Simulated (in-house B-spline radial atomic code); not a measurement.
# In¹⁰⁺: ionisation energy by several methods

Aim: the ionisation energy of In¹⁰⁺ by several methods, each as the difference of two self-consistent energies (In¹⁰⁺ and the next ion, [Kr] 4d2).

The numbers are computed with in-house B-spline radial atomic code version 1 (scalar-relativistic (X2C), several functionals, spin-polarised; spherical all-electron atom at the radial basis limit), except any that are marked as measured or tabulated.

### Step 1. What is computed

```
element       : indium (Z = 49)
charge        : +10
electrons     : 39
configuration : [Kr] 4d3
nucleus       : Fermi, rms radius 4.616 fm
```

The outer shells:

[Kr] 4d3
```
[Kr] core
4d [↑ ][↑ ][↑ ][  ][  ]
```

Where spins are not typed, each open shell is filled with up spins first.

### Step 2. LDA (VWN5)

Settings of the run:

```ini
Z = 49
electrons = 39.0
configuration = [Kr] 4d3
hamiltonian = x2c
method = lda,vwn
spin_polarised = True
nucleus = fermi
rms_radius = 4.6156
mass_number = 115
atomic_mass = 114.903878772
speed_of_light = 137.035999084
```

Main fields of the result record, rounded:

```text
status: converged
scf [iteration, energy, orbital gradient]:
  - [1, -5831.33107129, 0.919]
  - [2, -5841.00440459, 0.474]
  - [3, -5843.53399279, 0.108]
  - [4, -5843.71429768, 0.0312]
  - [5, -5843.72526093, 0.015]
  - [6, -5843.72822314, 0.00128]
  - [7, -5843.72823714, 2.41e-05]
  - [8, -5843.72823714, 6.37e-07]
  - [9, -5843.72823714, 3.49e-08]
energy [hartree]: {"total": -5843.72823714, "kinetic": 6141.15972164, "nuclear": -13905.9957805, "coulomb": 2069.54454716, "xc": -148.436725455}
orbitals [hartree, bohr; first row names the columns]:
  - ["name", "occ", "eps", "<r>", "<r^2>", "<1/r>", "r_max"]
  - ["1s up", 1.0, -1024.1481, 0.029175, 0.0011619, 54.062, 0.018562]
  - ["1s down", 1.0, -1024.1472, 0.029175, 0.0011619, 54.062, 0.018562]
  - ["2s up", 1.0, -159.71993, 0.12815, 0.019422, 12.24, 0.10866]
  - ["2s down", 1.0, -159.68145, 0.12814, 0.01942, 12.242, 0.10865]
  - ["2p up", 3.0, -144.29313, 0.11194, 0.015314, 11.426, 0.086652]
  - ["2p down", 3.0, -144.26252, 0.11193, 0.015311, 11.427, 0.086644]
  - ["3s up", 1.0, -36.107395, 0.34827, 0.13882, 4.2795, 0.31569]
  - ["3s down", 1.0, -36.080569, 0.34813, 0.13869, 4.2804, 0.31572]
  - ["3p up", 3.0, -31.046014, 0.34635, 0.13931, 4.0097, 0.30857]
  - ["3p down", 3.0, -31.017026, 0.34617, 0.13913, 4.0108, 0.3086]
  - ["3d up", 5.0, -23.151657, 0.32292, 0.12383, 3.7686, 0.25702]
  - ["3d down", 5.0, -23.113732, 0.32274, 0.12363, 3.7694, 0.25713]
  - ["4s up", 1.0, -11.099741, 0.80701, 0.73281, 1.7484, 0.75365]
  - ["4s down", 1.0, -10.965458, 0.80652, 0.73226, 1.7507, 0.75246]
  - ["4p up", 3.0, -9.4792504, 0.85248, 0.82245, 1.608, 0.78895]
  - ["4p down", 3.0, -9.3442649, 0.85254, 0.82306, 1.6089, 0.78778]
  - ["4d up", 3.0, -7.0218963, 0.94076, 1.0142, 1.4001, 0.84901]
sum_r [bohr^k]: {"-1": 288.8283, "1": 16.53939, "2": 11.92726}
radius_at_0.001 [bohr]: 2.163
radius_enclosing [bohr]: {"0.5": 0.31, "0.9": 0.947, "0.99": 1.466}
slater [hartree]:
  F0(4p up,4p up): 1.0527
  F2(4p up,4p up): 0.55588
  F0(4p up,4p down): 1.0527
  F2(4p up,4p down): 0.55559
  F0(4p up,4d up): 0.99967
  F2(4p up,4d up): 0.51664
  G1(4p up,4d up): 0.65656
  G3(4p up,4d up): 0.41174
  F0(4p down,4p down): 1.0527
  F2(4p down,4p down): 0.5553
  F0(4p down,4d up): 0.99965
  F2(4p down,4d up): 0.51633
  F0(4d up,4d up): 0.95514
  F2(4d up,4d up): 0.49242
  F4(4d up,4d up): 0.33144
ionisation_energy [hartree]: 7.44575694
```

It took 0.42 s on 1 thread, shared host.

The run also solves the next ion with the same method; the record keeps the difference, ionisation_energy. radius_at_0.001 is where the density falls to 0.001 electrons per bohr³.

Radial density 4πr²n(r) and radial functions P(r) = rR(r):

```
r (bohr)      4πr²n  4p down    4d up
 0.00229      7.624   0.0048   0.0000
 0.00335      13.27   0.0093   0.0001
 0.00491      22.15   0.0179   0.0002
 0.00721      34.69   0.0342   0.0006
  0.0106      49.33   0.0644   0.0018
  0.0155      60.86   0.1166   0.0050
  0.0227      62.95   0.2006   0.0136
  0.0333      56.18   0.3179   0.0356
  0.0489      56.56   0.4380   0.0872
  0.0716      73.61   0.4687   0.1922
   0.105      77.73   0.2672   0.3686
   0.154      56.88  -0.2173   0.5725
   0.226      60.49  -0.6780   0.6317
   0.331      58.06  -0.5015   0.3043
   0.486      24.29   0.4446  -0.4254
   0.712      18.27   1.2208  -1.0675
    1.04      11.21   1.0055  -1.0460
    1.53      1.572   0.3431  -0.4937
    2.25    0.03620   0.0399  -0.0930
    3.29  8.505e-05   0.0011  -0.0051
```

On the record's full grid the radial density has clear maxima near r = 0.019, 0.087, 0.27 bohr.

### Step 3. OLYP

The settings differ from step 2 so:

```diff
@@ -4,3 +4,3 @@
 hamiltonian = x2c
-method = lda,vwn
+method = optx,lyp
 spin_polarised = True
```

From the record:

```text
status: converged
scf [iteration, energy, orbital gradient]:
  - [1, -5838.74659181, 0.895]
  - [2, -5848.842599, 0.461]
  - [3, -5851.23321308, 0.114]
  - [4, -5851.41025145, 0.0348]
  - [5, -5851.42143971, 0.015]
  - [6, -5851.42436368, 0.001]
  - [7, -5851.42437336, 4.43e-05]
  - [8, -5851.42437338, 2.69e-06]
  - [9, -5851.42437338, 1.5e-07]
energy [hartree]: {"total": -5851.42437338, "kinetic": 6151.20837165, "nuclear": -13918.3701073, "coulomb": 2072.04177376, "xc": -156.304411445}
orbitals [hartree, bohr; first row names the columns]:
  - ["name", "occ", "eps", "<r>"]
  - ["1s up", 1.0, -1025.3319, 0.02915]
  - ["1s down", 1.0, -1025.3316, 0.029149]
  - ["2s up", 1.0, -160.01984, 0.12802]
  - ["2s down", 1.0, -159.97797, 0.12801]
  - ["2p up", 3.0, -144.49149, 0.11189]
  - ["2p down", 3.0, -144.45959, 0.11187]
  - ["3s up", 1.0, -36.221108, 0.34748]
  - ["3s down", 1.0, -36.200461, 0.34733]
  - ["3p up", 3.0, -31.127646, 0.34568]
  - ["3p down", 3.0, -31.103339, 0.34548]
  - ["3d up", 5.0, -23.222456, 0.32228]
  - ["3d down", 5.0, -23.184293, 0.3221]
  - ["4s up", 1.0, -11.145411, 0.80635]
  - ["4s down", 1.0, -10.986336, 0.8056]
  - ["4p up", 3.0, -9.5173931, 0.85123]
  - ["4p down", 3.0, -9.3568744, 0.85139]
  - ["4d up", 3.0, -7.0491701, 0.9382]
sum_r [bohr^k]: {"-1": 289.0934, "1": 16.51019, "2": 11.87721}
ionisation_energy [hartree]: 7.47319364
```

Wall time 0.28 s (1 thread, shared host).

### Step 4. M06-L

The settings differ from step 3 so:

```diff
@@ -4,3 +4,3 @@
 hamiltonian = x2c
-method = optx,lyp
+method = m06l
 spin_polarised = True
```

From the record:

```text
status: converged
warnings: ["states collapsed into the nucleus by a negative tau potential were left out of the aufbau"]
scf [iteration, energy, orbital gradient]:
  - [1, -5849.54552312, 0.184]
  - [2, -5849.57158767, 0.00616]
  - [3, -5849.5716284, 0.0034]
  - [4, -5849.57163898, 0.00188]
  - [5, -5849.57164294, 0.000193]
  - [6, -5849.57164298, 1.39e-05]
  - [7, -5849.57164287, 2.65e-05]
  - [8, -5849.57164296, 1.12e-05]
  - [9, -5849.57164297, 1.68e-05]
  - [10, -5849.57164297, 1.75e-05]
  - [11, -5849.57164297, 1.57e-05]
  - [12, -5849.57164297, 3.08e-05]
  - [13, -5849.57164294, 1.92e-05]
  - [14, -5849.57164295, 1.16e-05]
  - [15, -5849.57164294, 1.81e-05]
  - [16, -5849.57164289, 2.46e-05]
  - [17, -5849.57164294, 2.13e-05]
  - [18, -5849.57164293, 3.68e-05]
  - [19, -5849.57164296, 1.53e-05]
  - [20, -5849.57164299, 2.97e-05]
  - [21, -5849.57164297, 1.05e-05]
  - [22, -5849.57164298, 3.14e-05]
  - [23, -5849.57164298, 5.05e-05]
  - [24, -5849.57164298, 5.66e-05]
  - [25, -5849.57164297, 5.66e-05]
  - [26, -5849.57164286, 2.54e-05]
  - [27, -5849.571643, 3.59e-05]
  - [28, -5849.57164301, 7.85e-06]
  - [29, -5849.57164301, 1.01e-05]
  - [30, -5849.57164301, 1.18e-05]
  - [31, -5849.57164301, 9.02e-06]
  - [32, -5849.57164301, 1.57e-06]
  - [33, -5849.57164301, 9.14e-07]
  - [34, -5849.57164301, 1.53e-07]
energy [hartree]: {"total": -5849.57164301, "kinetic": 6149.07532707, "nuclear": -13914.4390138, "coulomb": 2070.21589336, "xc": -154.423849602}
orbitals [hartree, bohr; first row names the columns]:
  - ["name", "occ", "eps", "<r>"]
  - ["1s up", 1.0, -1027.1792, 0.029148]
  - ["1s down", 1.0, -1027.1785, 0.029148]
  - ["2s up", 1.0, -160.84277, 0.12787]
  - ["2s down", 1.0, -160.79351, 0.12785]
  - ["2p up", 3.0, -145.01072, 0.11191]
  - ["2p down", 3.0, -144.97286, 0.11189]
  - ["3s up", 1.0, -36.644814, 0.34616]
  - ["3s down", 1.0, -36.623776, 0.34616]
  - ["3p up", 3.0, -31.394369, 0.345]
  - ["3p down", 3.0, -31.368897, 0.34494]
  - ["3d up", 5.0, -23.299288, 0.32257]
  - ["3d down", 5.0, -23.255739, 0.3225]
  - ["4s up", 1.0, -11.272143, 0.80814]
  - ["4s down", 1.0, -11.059075, 0.808]
  - ["4p up", 3.0, -9.5903387, 0.85259]
  - ["4p down", 3.0, -9.3807857, 0.85443]
  - ["4d up", 3.0, -7.0389974, 0.93837]
sum_r [bohr^k]: {"-1": 289.0154, "1": 16.52523, "2": 11.88588}
ionisation_energy [hartree]: 7.4567668
```

It took 1.1 s on 1 thread, shared host.

Meta-GGA runs start from a PBE run whose iterations are not counted.

### Step 5. exchange-only LDA

The settings differ from step 4 so:

```diff
@@ -4,3 +4,3 @@
 hamiltonian = x2c
-method = m06l
+method = lda,
 spin_polarised = True
```

From the record:

```text
status: converged
scf [iteration, energy, orbital gradient]:
  - [1, -5827.39669129, 0.919]
  - [2, -5836.96158444, 0.472]
  - [3, -5839.48539855, 0.107]
  - [4, -5839.66445499, 0.0309]
  - [5, -5839.67522992, 0.0148]
  - [6, -5839.67817492, 0.00128]
  - [7, -5839.67818894, 2.53e-05]
  - [8, -5839.67818894, 6.4e-07]
  - [9, -5839.67818894, 4.97e-08]
energy [hartree]: {"total": -5839.67818894, "kinetic": 6140.05483685, "nuclear": -13904.1883236, "coulomb": 2068.80722172, "xc": -144.351923917}
orbitals [hartree, bohr; first row names the columns]:
  - ["name", "occ", "eps", "<r>"]
  - ["1s up", 1.0, -1024.0174, 0.029175]
  - ["1s down", 1.0, -1024.0166, 0.029175]
  - ["2s up", 1.0, -159.61285, 0.12815]
  - ["2s down", 1.0, -159.5732, 0.12814]
  - ["2p up", 3.0, -144.18432, 0.11195]
  - ["2p down", 3.0, -144.15287, 0.11193]
  - ["3s up", 1.0, -36.013328, 0.34833]
  - ["3s down", 1.0, -35.984714, 0.34817]
  - ["3p up", 3.0, -30.952012, 0.34642]
  - ["3p down", 3.0, -30.921058, 0.34621]
  - ["3d up", 5.0, -23.05739, 0.32302]
  - ["3d down", 5.0, -23.017214, 0.3228]
  - ["4s up", 1.0, -11.028997, 0.80773]
  - ["4s down", 1.0, -10.874788, 0.80674]
  - ["4p up", 3.0, -9.4102487, 0.85353]
  - ["4p down", 3.0, -9.2541127, 0.85296]
  - ["4d up", 3.0, -6.9564851, 0.94291]
sum_r [bohr^k]: {"-1": 288.7912, "1": 16.55252, "2": 11.95388}
ionisation_energy [hartree]: 7.37871691
```

Run time: 0.24 s. Hardware: 1 thread, shared host.

### Step 6. BP86

The settings differ from step 5 so:

```diff
@@ -4,3 +4,3 @@
 hamiltonian = x2c
-method = lda,
+method = b88,p86
 spin_polarised = True
```

From the record:

```text
status: converged
scf [iteration, energy, orbital gradient]:
  - [1, -5837.83422885, 0.905]
  - [2, -5847.69173894, 0.459]
  - [3, -5850.10479116, 0.109]
  - [4, -5850.28255084, 0.033]
  - [5, -5850.29393688, 0.0149]
  - [6, -5850.29685018, 0.0012]
  - [7, -5850.29686242, 1.98e-05]
  - [8, -5850.29686243, 9.49e-07]
  - [9, -5850.29686243, 5.49e-08]
energy [hartree]: {"total": -5850.29686243, "kinetic": 6150.25635439, "nuclear": -13915.8376831, "coulomb": 2070.38183859, "xc": -155.097372306}
orbitals [hartree, bohr; first row names the columns]:
  - ["name", "occ", "eps", "<r>"]
  - ["1s up", 1.0, -1025.6405, 0.029142]
  - ["1s down", 1.0, -1025.6405, 0.029142]
  - ["2s up", 1.0, -159.90549, 0.12801]
  - ["2s down", 1.0, -159.86674, 0.128]
  - ["2p up", 3.0, -144.36451, 0.11188]
  - ["2p down", 3.0, -144.33485, 0.11187]
  - ["3s up", 1.0, -36.162549, 0.34765]
  - ["3s down", 1.0, -36.14313, 0.34755]
  - ["3p up", 3.0, -31.065829, 0.34591]
  - ["3p down", 3.0, -31.043614, 0.34578]
  - ["3d up", 5.0, -23.144182, 0.32273]
  - ["3d down", 5.0, -23.109869, 0.32262]
  - ["4s up", 1.0, -11.11474, 0.80709]
  - ["4s down", 1.0, -10.971973, 0.80622]
  - ["4p up", 3.0, -9.4876536, 0.85249]
  - ["4p down", 3.0, -9.3430771, 0.85222]
  - ["4d up", 3.0, -7.0217357, 0.94005]
sum_r [bohr^k]: {"-1": 289.0456, "1": 16.53012, "2": 11.90786}
ionisation_energy [hartree]: 7.44505815
```

Run time: 0.25 s. Hardware: 1 thread, shared host.

### Step 7. Results

| method | rung | total energy (hartree) | ΔSCF (eV) | −ε highest (eV) | ΔSCF less tabulated (eV) |
| --- | --- | --- | --- | --- | --- |
| LDA (VWN5) | LDA | -5843.7282 | 202.61 | 191.08 (4d up) | +1.61 |
| exchange-only LDA | LDA | -5839.6782 | 200.79 | 189.30 (4d up) | -0.21 |
| OLYP | GGA | -5851.4244 | 203.36 | 191.82 (4d up) | +2.36 |
| BP86 | GGA | -5850.2969 | 202.59 | 191.07 (4d up) | +1.59 |
| M06-L | meta-GGA | -5849.5716 | 202.91 | 191.54 (4d up) | +1.91 |

**Reading.** Against the tabulated ionisation energy, 201 ± 2.4 eV (tabulated theoretical; NIST Atomic Spectra Database), the best here is exchange-only LDA (-0.21 eV) and the worst OLYP (+2.36 eV, or 1.2 %). Mean absolute error by rung (exchange-only levels left out): LDA 1.61 eV, GGA 1.97 eV, meta-GGA 1.91 eV. The table's own uncertainty is as large as these misses, so the order means little. Relativistic terms that these runs lack can be as large as the gaps between close methods, so the nearest may be so by luck. Spin-orbit coupling is left out. Open shells are averaged (over orientations, and over spins where the run is restricted), while tables refer to the lowest levels. For the semilocal functionals minus the highest level recovers only 94 % of their own ΔSCF value, a mark of self-interaction.

Cost against accuracy (CPU time on one thread of a shared host; * marks runs that also wrote radial tables):

| method | CPU time | miss (eV) |
| --- | --- | --- |
| exchange-only LDA | 0.24 s | -0.21 |
| BP86 | 0.25 s | +1.59 |
| OLYP* | 0.28 s | +2.36 |
| LDA (VWN5)* | 0.42 s | +1.61 |
| M06-L* | 1.1 s | +1.91 |
